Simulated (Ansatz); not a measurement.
# CH₇BNP: geometry and vibrations

Aim: relax CH₇BNP from a cheap starting geometry, check the end point by its vibrations and derive ideal-gas thermochemistry.

Computed with Ansatz 0.2.0, Gaussian basis. Level: RKS PBE0-D4/def2-TZVP.

Levels to be run: relaxation at PBE-D4/def2-SVP; relaxation at PBE0-D4/def2-TZVP; harmonic vibrations at the same level.

1 further run of the same task is left out (set aside as unsound or not needed).

### 1 Where the work starts

SMILES `CB(N)P`, 11 atoms, charge 0, spin multiplicity 1.

Atoms are counted from 1 here; the program's logs count them from 0.

Bond lengths: C1–B2 1.522 Å, C1–H5 1.146 Å, C1–H6 1.149 Å, C1–H7 1.137 Å, B2–N3 1.508 Å, B2–P4 1.979 Å, N3–H8 1.018 Å, N3–H9 1.101 Å, P4–H10 1.413 Å, P4–H11 1.498 Å. Angles: B2–C1–H5 112.2°, B2–C1–H6 113.0°, B2–C1–H7 112.2°, H5–C1–H6 106.1°, H5–C1–H7 107.3°, H6–C1–H7 105.5°, C1–B2–N3 119.6°, C1–B2–P4 120.0°, N3–B2–P4 120.3°, B2–N3–H8 107.8°, B2–N3–H9 107.8°, H8–N3–H9 103.9°, B2–P4–H10 92.7°, B2–P4–H11 89.7°, H10–P4–H11 95.3°.

Coordinates:

```xyz
11
charge 0, multiplicity 1
C    -0.8642    0.9397   -0.2309
B     0.0598   -0.1659    0.2583
N     0.0004   -0.6026    1.7009
P     1.3636   -0.9884   -0.9822
H    -1.5674    0.5806   -1.0616
H    -1.5396    1.3601    0.5981
H    -0.2887    1.8326   -0.6373
H    -0.1285   -1.6122    1.7145
H     1.0014   -0.4584    2.1372
H     1.7624    0.2645   -1.4988
H     0.2663   -1.2068   -1.9777
```

The start is a force-field geometry with small random shifts, so a cheaper pass at PBE-D4/def2-SVP comes first.

### 2 Optimising with PBE-D4/def2-SVP (cheap first pass)

in.yaml reads:

```yaml
crystal:
  periodic: [false, false, false]
  atoms:
    - {symbol: C, position_ang: [-0.864200, 0.939700, -0.230900]}
    - {symbol: B, position_ang: [0.059800, -0.165900, 0.258300]}
    - {symbol: N, position_ang: [0.000400, -0.602600, 1.700900]}
    - {symbol: P, position_ang: [1.363600, -0.988400, -0.982200]}
    - {symbol: H, position_ang: [-1.567400, 0.580600, -1.061600]}
    - {symbol: H, position_ang: [-1.539600, 1.360100, 0.598100]}
    - {symbol: H, position_ang: [-0.288700, 1.832600, -0.637300]}
    - {symbol: H, position_ang: [-0.128500, -1.612200, 1.714500]}
    - {symbol: H, position_ang: [1.001400, -0.458400, 2.137200]}
    - {symbol: H, position_ang: [1.762400, 0.264500, -1.498800]}
    - {symbol: H, position_ang: [0.266300, -1.206800, -1.977700]}
basis:
  gaussian: {orbitals: def2-SVP}
hamiltonian: {xc: pbe, dispersion: d4}
relax: {f_tol: 0.03, max_steps: 200}
```

Log:

```text
Functional definition: PBE
  name "PBE"
  cite "Perdew, Burke & Ernzerhof, Phys. Rev. Lett. 77, 3865 (1996) doi:10.1103/PhysRevLett.77.3865"
  parent pbe
  parameter kappa = 0.804
  parameter beta = 0.06672455060314922
  exchange = pbe_x(kappa = kappa, mu = beta*pi^2/3)
  correlation = pbe_c(beta = beta)
1097 factors; their error is unknown
mean field evaluation 1: about -12579.6896 eV, gradient 7.2e1 eV
mean field evaluation 2: about -12518.2468 eV, gradient 1.4e2 eV
mean field evaluation 4: about -12591.4148 eV, gradient 1.1e1 eV
mean field evaluation 8: about -12591.7483 eV, gradient 2.9e-1 eV
mean field evaluation 16: about -12591.7128 eV, gradient 2.9e-4 eV
mean field -12591.71277382 eV, -462.7369094684 hartree, gradient 2.5e-5 eV, S^2 0.000000; 0 other end points of the search recorded, 0 dependent functions left out
the calculation of the forces begins
reference -12591.71280792 eV, -462.7369107217 hartree; 20, 20 occupied and 75, 75 virtual orbitals, 1097 factors
relax step   1: F+E_penalty+E_count = -12591.92016543 eV  Δ(F+E_penalty+E_count) = +0.000e0 eV  max|allowed force component| = 1.959e0 eV/Å  Δτ_max = 0.0000 Å  (28 SCF iters, accepted)
these checks for a lower state are left out or cut short: starts, cluster_reference, orbital_swaps, neighbouring_geometries, increment
1097 factors; their error is unknown
mean field -12591.95223353 eV, -462.7457094504 hartree, gradient 2.3e-5 eV, S^2 0.000000; 0 other end points of the search recorded, 0 dependent functions left out
the calculation of the forces begins
reference -12591.95226767 eV, -462.7457107050 hartree; 20, 20 occupied and 75, 75 virtual orbitals, 1097 factors
relax step   2: F+E_penalty+E_count = -12592.15849435 eV  Δ(F+E_penalty+E_count) = -2.383e-1 eV  max|allowed force component| = 8.879e-1 eV/Å  Δτ_max = 0.1186 Å  (27 SCF iters, accepted)
these checks for a lower state are left out or cut short: starts, cluster_reference, orbital_swaps, neighbouring_geometries, increment
1097 factors; their error is unknown
mean field evaluation 32: about -12592.0862 eV, gradient 8.4e-4 eV
mean field -12592.08616546 eV, -462.7506313581 hartree, gradient 6.7e-6 eV, S^2 0.000000; 0 other end points of the search recorded, 0 dependent functions left out
the calculation of the forces begins
reference -12592.08619943 eV, -462.7506326064 hartree; 20, 20 occupied and 75, 75 virtual orbitals, 1097 factors
relax step   3: F+E_penalty+E_count = -12592.29187107 eV  Δ(F+E_penalty+E_count) = -1.334e-1 eV  max|allowed force component| = 9.213e-1 eV/Å  Δτ_max = 0.2000 Å  (33 SCF iters, accepted)
[... from here on, the SCF cycles and remarks between the steps are left out ...]
relax step   4: F+E_penalty+E_count = -12592.43802578 eV  Δ(F+E_penalty+E_count) = -1.462e-1 eV  max|allowed force component| = 1.826e0 eV/Å  Δτ_max = 0.1965 Å  (36 SCF iters, accepted)
relax step   5: F+E_penalty+E_count = -12592.64147109 eV  Δ(F+E_penalty+E_count) = -2.034e-1 eV  max|allowed force component| = 2.095e0 eV/Å  Δτ_max = 0.2000 Å  (28 SCF iters, accepted)
relax step   6: F+E_penalty+E_count = -12592.92198689 eV  Δ(F+E_penalty+E_count) = -2.805e-1 eV  max|allowed force component| = 1.526e0 eV/Å  Δτ_max = 0.2000 Å  (35 SCF iters, accepted)
relax step   7: F+E_penalty+E_count = -12593.15675338 eV  Δ(F+E_penalty+E_count) = -2.348e-1 eV  max|allowed force component| = 1.263e0 eV/Å  Δτ_max = 0.1949 Å  (27 SCF iters, accepted)
relax step   8: F+E_penalty+E_count = -12593.38486731 eV  Δ(F+E_penalty+E_count) = -2.281e-1 eV  max|allowed force component| = 1.771e0 eV/Å  Δτ_max = 0.2000 Å  (34 SCF iters, accepted)
relax step   9: F+E_penalty+E_count = -12593.48472317 eV  Δ(F+E_penalty+E_count) = -9.986e-2 eV  max|allowed force component| = 4.322e-1 eV/Å  Δτ_max = 0.2000 Å  (27 SCF iters, accepted)
relax step  10: F+E_penalty+E_count = -12593.49513766 eV  Δ(F+E_penalty+E_count) = -1.041e-2 eV  max|allowed force component| = 1.333e-1 eV/Å  Δτ_max = 0.1090 Å  (29 SCF iters, accepted)
relax step  11: F+E_penalty+E_count = -12593.50125198 eV  Δ(F+E_penalty+E_count) = -6.114e-3 eV  max|allowed force component| = 4.669e-2 eV/Å  Δτ_max = 0.0257 Å  (29 SCF iters, accepted)
relax step  12: F+E_penalty+E_count = -12593.50495121 eV  Δ(F+E_penalty+E_count) = -3.699e-3 eV  max|allowed force component| = 9.389e-2 eV/Å  Δτ_max = 0.1441 Å  (26 SCF iters, accepted)
relax step  13: F+E_penalty+E_count = -12593.50675997 eV  Δ(F+E_penalty+E_count) = -1.809e-3 eV  max|allowed force component| = 6.696e-2 eV/Å  Δτ_max = 0.0368 Å  (30 SCF iters, accepted)
relax step  14: F+E_penalty+E_count = -12593.51079773 eV  Δ(F+E_penalty+E_count) = -4.038e-3 eV  max|allowed force component| = 9.744e-2 eV/Å  Δτ_max = 0.1355 Å  (28 SCF iters, accepted)
relax step  15: F+E_penalty+E_count = -12593.50460200 eV  Δ(F+E_penalty+E_count) = +6.196e-3 eV  max|allowed force component| = 5.401e-1 eV/Å  Δτ_max = 0.1992 Å  (27 SCF iters, rejected (line search))
relax step  16: F+E_penalty+E_count = -12593.51536794 eV  Δ(F+E_penalty+E_count) = -4.570e-3 eV  max|allowed force component| = 3.926e-2 eV/Å  Δτ_max = 0.0994 Å  (28 SCF iters, accepted)
relax step  17: F+E_penalty+E_count = -12593.51832292 eV  Δ(F+E_penalty+E_count) = -2.955e-3 eV  max|allowed force component| = 1.361e-1 eV/Å  Δτ_max = 0.0978 Å  (28 SCF iters, accepted)
relax step  18: F+E_penalty+E_count = -12593.51971895 eV  Δ(F+E_penalty+E_count) = -1.396e-3 eV  max|allowed force component| = 3.193e-1 eV/Å  Δτ_max = 0.1015 Å  (28 SCF iters, accepted)
relax step  19: F+E_penalty+E_count = -12593.52426132 eV  Δ(F+E_penalty+E_count) = -4.542e-3 eV  max|allowed force component| = 2.227e-1 eV/Å  Δτ_max = 0.0588 Å  (28 SCF iters, accepted)
relax step  20: F+E_penalty+E_count = -12593.52897624 eV  Δ(F+E_penalty+E_count) = -4.715e-3 eV  max|allowed force component| = 2.265e-1 eV/Å  Δτ_max = 0.2000 Å  (27 SCF iters, accepted)
relax step  21: F+E_penalty+E_count = -12593.54030972 eV  Δ(F+E_penalty+E_count) = -1.133e-2 eV  max|allowed force component| = 1.439e-1 eV/Å  Δτ_max = 0.2000 Å  (28 SCF iters, accepted)
relax step  22: F+E_penalty+E_count = -12593.54218593 eV  Δ(F+E_penalty+E_count) = -1.876e-3 eV  max|allowed force component| = 5.759e-1 eV/Å  Δτ_max = 0.1843 Å  (28 SCF iters, accepted)
relax step  23: F+E_penalty+E_count = -12593.56615436 eV  Δ(F+E_penalty+E_count) = -2.397e-2 eV  max|allowed force component| = 3.844e-1 eV/Å  Δτ_max = 0.2000 Å  (28 SCF iters, accepted)
relax step  24: F+E_penalty+E_count = -12593.56051714 eV  Δ(F+E_penalty+E_count) = +5.637e-3 eV  max|allowed force component| = 5.356e-1 eV/Å  Δτ_max = 0.2000 Å  (28 SCF iters, rejected (line search))
relax step  25: F+E_penalty+E_count = -12593.57612751 eV  Δ(F+E_penalty+E_count) = -9.973e-3 eV  max|allowed force component| = 1.333e-1 eV/Å  Δτ_max = 0.0979 Å  (28 SCF iters, accepted)
relax step  26: F+E_penalty+E_count = -12593.57019916 eV  Δ(F+E_penalty+E_count) = +5.928e-3 eV  max|allowed force component| = 3.587e-1 eV/Å  Δτ_max = 0.1000 Å  (28 SCF iters, rejected (line search))
these checks for a lower state are left out or cut short: starts, cluster_reference, orbital_swaps, neighbouring_geometries, increment
1097 factors; their error is unknown
mean field -12593.37221696 eV, -462.7978928788 hartree, gradient 2.1e-5 eV, S^2 0.000000; 0 other end points of the search recorded, 0 dependent functions left out
the calculation of the forces begins
reference -12593.37225117 eV, -462.7978941361 hartree; 20, 20 occupied and 75, 75 virtual orbitals, 1097 factors
relax step  27: F+E_penalty+E_count = -12593.57866647 eV  Δ(F+E_penalty+E_count) = -2.539e-3 eV  max|allowed force component| = 2.252e-2 eV/Å  Δτ_max = 0.0500 Å  (29 SCF iters, accepted)
1097 factors; their error is unknown
mean field evaluation 224: about -12593.3722 eV, gradient 5.9e-5 eV
mean field -12593.37221696 eV, -462.7978928788 hartree, gradient 2.0e-5 eV, S^2 0.000000; 1 other end points of the search recorded, 0 dependent functions left out
the calculation of the forces begins
reference -12593.37225117 eV, -462.7978941361 hartree; 20, 20 occupied and 75, 75 virtual orbitals, 1097 factors
Total energy: -12593.57870068 eV, -462.8054810159 hartree
Atom 0 at    -1.098024     0.930163    -0.131212 Å, force    -0.019608    -0.020752    -0.003365 eV/Å
Atom 1 at     0.006671    -0.177796     0.114354 Å, force    -0.014356    -0.022523    -0.005234 eV/Å
Atom 2 at     0.436361    -0.499355     1.412480 Å, force     0.001281    -0.001395    -0.008581 eV/Å
Atom 3 at     0.663985    -1.227369    -1.395314 Å, force     0.020568     0.021284     0.010285 eV/Å
Atom 4 at    -1.909920     0.557388    -0.791846 Å, force     0.015344     0.004735     0.012242 eV/Å
Atom 5 at    -1.564688     1.306495     0.803183 Å, force    -0.000621     0.007738     0.007527 eV/Å
Atom 6 at    -0.654893     1.801162    -0.659743 Å, force     0.007133     0.018698    -0.010886 eV/Å
Atom 7 at     1.147053    -1.200137     1.623647 Å, force     0.009296     0.003178     0.004629 eV/Å
Atom 8 at     0.049874    -0.051764     2.246032 Å, force    -0.005796     0.003209    -0.005570 eV/Å
Atom 9 at     2.025980    -1.385951    -0.950525 Å, force    -0.013181    -0.006099    -0.010641 eV/Å
Atom 10 at     0.963100    -0.109638    -2.250556 Å, force    -0.000061    -0.008072     0.009592 eV/Å
Dipole moment:     0.101288     0.147715     0.495142 e Å
```

Run time: 20 s. Hardware: 4 threads, shared host.

Relaxation path: (the energy doesn't fall at every step)

```csv
step,energy from step 1 (eV),largest force component (eV/Å)
1,0.0000,1.9590
2,-0.2383,0.8879
3,-0.3717,0.9213
4,-0.5179,1.8260
5,-0.7213,2.0950
6,-1.0018,1.5260
7,-1.2366,1.2630
8,-1.4647,1.7710
9,-1.5646,0.4322
10,-1.5750,0.1333
11,-1.5811,0.0467
12,-1.5848,0.0939
13,-1.5866,0.0670
14,-1.5906,0.0974
15,-1.5844,0.5401
16,-1.5952,0.0393
17,-1.5982,0.1361
18,-1.5996,0.3193
19,-1.6041,0.2227
20,-1.6088,0.2265
21,-1.6201,0.1439
22,-1.6220,0.5759
23,-1.6460,0.3844
24,-1.6404,0.5356
25,-1.6560,0.1333
26,-1.6500,0.3587
27,-1.6585,0.0225
```

Distances of close pairs at the start and the end, largest changes first:

```csv
bond,before (Å),after (Å),change (Å)
B2–N3,1.508,1.405,-0.104
N3–H9,1.101,1.022,-0.079
C1–B2,1.522,1.584,+0.062
P4–H11,1.498,1.439,-0.059
C1–H6,1.149,1.110,-0.039
C1–H5,1.146,1.111,-0.035
P4–H10,1.413,1.442,+0.029
C1–H7,1.137,1.111,-0.026
```

### 3 Geometry optimisation, PBE0-D4/def2-TZVP

in.yaml reads:

```yaml
crystal:
  periodic: [false, false, false]
  atoms:
    - {symbol: C, position_ang: [-1.098024, 0.930163, -0.131212]}
    - {symbol: B, position_ang: [0.006671, -0.177796, 0.114354]}
    - {symbol: N, position_ang: [0.436361, -0.499355, 1.412480]}
    - {symbol: P, position_ang: [0.663985, -1.227369, -1.395314]}
    - {symbol: H, position_ang: [-1.909920, 0.557388, -0.791846]}
    - {symbol: H, position_ang: [-1.564688, 1.306495, 0.803183]}
    - {symbol: H, position_ang: [-0.654893, 1.801162, -0.659743]}
    - {symbol: H, position_ang: [1.147053, -1.200137, 1.623647]}
    - {symbol: H, position_ang: [0.049874, -0.051764, 2.246032]}
    - {symbol: H, position_ang: [2.025980, -1.385951, -0.950525]}
    - {symbol: H, position_ang: [0.963100, -0.109638, -2.250556]}
basis:
  gaussian: {orbitals: def2-TZVP}
hamiltonian: {xc: pbe0, dispersion: d4}
relax: {f_tol: 0.005, max_steps: 150}
```

Log, cut to the lines that bear on the results:

```text
Functional definition: PBE0
  name "PBE0"
  cite "Adamo & Barone, J. Chem. Phys. 110, 6158 (1999) doi:10.1063/1.478522"
  cite "Perdew, Burke & Ernzerhof, Phys. Rev. Lett. 77, 3865 (1996) doi:10.1103/PhysRevLett.77.3865"
  parent pbe
[...]
1094 factors; their error is unknown
[...]
mean field -12601.63233378 eV, -463.1014465732 hartree, gradient 2.4e-5 eV, S^2 0.000000; 0 other end points of the search recorded, 0 dependent functions left out
[...]
reference -12601.63236539 eV, -463.1014477349 hartree; 20, 20 occupied and 152, 152 virtual orbitals, 1094 factors
relax step   1: F+E_penalty+E_count = -12601.80636726 eV  Δ(F+E_penalty+E_count) = +0.000e0 eV  max|allowed force component| = 5.540e-1 eV/Å  Δτ_max = 0.0000 Å  (27 SCF iters, accepted)
[...]
Atom 1 at     0.002902    -0.179788     0.111867 Å, force     0.000049     0.000297    -0.002600 eV/Å
Atom 2 at     0.427127    -0.495920     1.401394 Å, force    -0.001519     0.001223     0.002830 eV/Å
Atom 3 at     0.670948    -1.204851    -1.389127 Å, force    -0.000520     0.000588    -0.001422 eV/Å
Atom 4 at    -1.903535     0.553239    -0.763722 Å, force     0.000476    -0.000634     0.000064 eV/Å
Atom 5 at    -1.537033     1.299327     0.798301 Å, force     0.000153     0.000105     0.000186 eV/Å
Atom 6 at    -0.659595     1.776561    -0.659212 Å, force     0.000124    -0.000345    -0.000430 eV/Å
Atom 7 at     1.134077    -1.179243     1.610951 Å, force     0.001153    -0.000995     0.000070 eV/Å
Atom 8 at     0.043310    -0.049757     2.218369 Å, force    -0.000264     0.000095     0.000745 eV/Å
Atom 9 at     2.007227    -1.393277    -0.948840 Å, force    -0.000770     0.000547     0.000234 eV/Å
Atom 10 at     0.973292    -0.105678    -2.231450 Å, force     0.000571    -0.000438    -0.000685 eV/Å
Dipole moment:     0.083761     0.150730     0.450638 e Å
```

Run time: 12 s. Hardware: 4 threads, shared host; peak memory 0.41 GiB.

The steps of the relaxation:

```csv
step,energy from step 1 (eV),largest force component (eV/Å)
1,0.0000,0.5540
2,-0.0357,0.1521
3,-0.0388,0.0799
4,-0.0395,0.0169
5,-0.0395,0.0069
6,-0.0395,0.0131
7,-0.0395,0.0119
8,-0.0395,0.0028
```

Close pairs (by a distance rule), those that changed most:

```csv
bond,before (Å),after (Å),change (Å)
P4–H10,1.442,1.420,-0.022
P4–H11,1.439,1.417,-0.021
C1–H5,1.111,1.094,-0.017
B2–P4,1.953,1.936,-0.016
C1–H6,1.110,1.094,-0.016
C1–H7,1.111,1.095,-0.016
N3–H9,1.022,1.007,-0.015
N3–H8,1.020,1.005,-0.015
```

Mulliken charges of the relaxed molecule (report file):

```csv
atom,value (e)
C1,-0.45
B2,0.18
N3,-0.45
P4,-0.27
H5,0.14
H6,0.11
H7,0.14
H8,0.24
H9,0.23
H10,0.05
H11,0.07
```

### 4 Vibrations by finite differences

in.yaml reads:

```yaml
crystal:
  periodic: [false, false, false]
  atoms:
    - {symbol: C, position_ang: [-1.093222, 0.922586, -0.128032]}
    - {symbol: B, position_ang: [0.002902, -0.179788, 0.111867]}
    - {symbol: N, position_ang: [0.427127, -0.495920, 1.401394]}
    - {symbol: P, position_ang: [0.670948, -1.204851, -1.389127]}
    - {symbol: H, position_ang: [-1.903535, 0.553239, -0.763722]}
    - {symbol: H, position_ang: [-1.537033, 1.299327, 0.798301]}
    - {symbol: H, position_ang: [-0.659595, 1.776561, -0.659212]}
    - {symbol: H, position_ang: [1.134077, -1.179243, 1.610951]}
    - {symbol: H, position_ang: [0.043310, -0.049757, 2.218369]}
    - {symbol: H, position_ang: [2.007227, -1.393277, -0.948840]}
    - {symbol: H, position_ang: [0.973292, -0.105678, -2.231450]}
basis:
  gaussian: {orbitals: def2-TZVP}
hamiltonian: {xc: pbe0, dispersion: d4}
phonons: {temperatures: {t_min: 298.15, t_max: 900, t_step: 200}}
```

Log, cut to the lines that bear on the results:

```text
Functional definition: PBE0
  name "PBE0"
  cite "Adamo & Barone, J. Chem. Phys. 110, 6158 (1999) doi:10.1063/1.478522"
  cite "Perdew, Burke & Ernzerhof, Phys. Rev. Lett. 77, 3865 (1996) doi:10.1103/PhysRevLett.77.3865"
  parent pbe
[...]
1094 factors; their error is unknown
[...]
mean field -12601.67087522 eV, -463.1028629451 hartree, gradient 2.4e-5 eV, S^2 0.000000; 0 other end points of the search recorded, 0 dependent functions left out
[...]
reference -12601.67090653 eV, -463.1028640957 hartree; 20, 20 occupied and 152, 152 virtual orbitals, 1094 factors
[...]
1094 factors; their error is unknown
mean field -12601.67071003 eV, -463.1028568743 hartree, gradient 1.3e-6 eV, S^2 0.000000; 0 other end points of the search recorded, 0 dependent functions left out
[...]
reference -12601.67074134 eV, -463.1028580250 hartree; 20, 20 occupied and 152, 152 virtual orbitals, 1094 factors
[...]
Atom 4 at    -1.903535     0.553239    -0.763722 Å, force     0.000479    -0.000632     0.000067 eV/Å
Atom 5 at    -1.537033     1.299327     0.798301 Å, force     0.000150     0.000106     0.000189 eV/Å
Atom 6 at    -0.659595     1.776561    -0.659212 Å, force     0.000121    -0.000343    -0.000429 eV/Å
Atom 7 at     1.134077    -1.179243     1.610951 Å, force     0.001182    -0.001023     0.000078 eV/Å
Atom 8 at     0.043310    -0.049757     2.218369 Å, force    -0.000262     0.000095     0.000750 eV/Å
Atom 9 at     2.007227    -1.393277    -0.948840 Å, force    -0.000776     0.000547     0.000233 eV/Å
Atom 10 at     0.973292    -0.105678    -2.231450 Å, force     0.000568    -0.000444    -0.000682 eV/Å
Dipole moment:     0.083761     0.150730     0.450638 e Å
Vibrations: 87.39 155.10 228.42 311.34 369.56 541.49 558.15 571.27 690.83 727.42 858.00 875.43 894.87 1095.69 1160.71 1321.07 1376.12 1453.20 1469.65 1640.06 2408.76 2427.83 3035.64 3104.56 3113.45 3606.27 3704.86 cm⁻¹, zero-point energy 2.342504 eV
```

It took 59 s on 4 threads, shared host; peak memory 0.44 GiB.

Motions are named by where the mode's potential energy lies. The modes, unscaled (a negative number is an imaginary wavenumber):

```csv
mode,cm⁻¹,motion
1,87,torsion
2,155,torsion
3,228,bend
4,311,bend
5,370,torsion
6,541,B–P stretch
7,558,torsion with out-of-plane bend
8,571,torsion with bend
9,691,bend with torsion
10,727,bend
11,858,bend with B–C stretch
12,875,bend
13,895,bend with torsion
14,1096,bend with torsion
15,1161,bend
16,1321,bend
17,1376,B–N stretch with bend
18,1453,bend
19,1470,bend
20,1640,bend
21,2409,P–H stretch
22,2428,P–H stretch
23,3036,C–H stretch
24,3105,C–H stretch
25,3113,C–H stretch
26,3606,N–H stretch
27,3705,N–H stretch
```

From these modes and the moments of inertia (298.15 K, 1 bar, symmetry number 1):

```csv
term,value
zero-point energy,226.0 kJ/mol
H(298) − E,245.6 kJ/mol
"entropy, translation",162.7 J/(mol K)
"entropy, rotation",107.7 J/(mol K)
"entropy, vibration",56.4 J/(mol K)
"entropy, total",326.8 J/(mol K)
```

### 5 Outcome

```
                  quantity            value
               point group               C1
                     steps           27 + 8
shift from the start (rms)          0.912 Å
              total energy   -12601.8459 eV
           dispersion term         -175 meV
             dipole moment           2.32 D
lowest, highest wavenumber    87, 3705 cm⁻¹
         zero-point energy     226.0 kJ/mol
       entropy at 298.15 K  326.8 J/(mol K)
```

The atoms moved 0.91 Å (rms) from the start; the bond that changed most is B2–N3, from 1.508 to 1.394 Å. All wavenumbers are real, so the end point is a minimum. The stiffest mode, 3705 cm⁻¹, is an N–H stretch, and 2 modes under 200 cm⁻¹ make the vibrational entropy uncertain. Harmonic hybrid wavenumbers usually lie a few per cent above measured fundamentals. The largest Mulliken charge, -0.45 e, sits on C1.
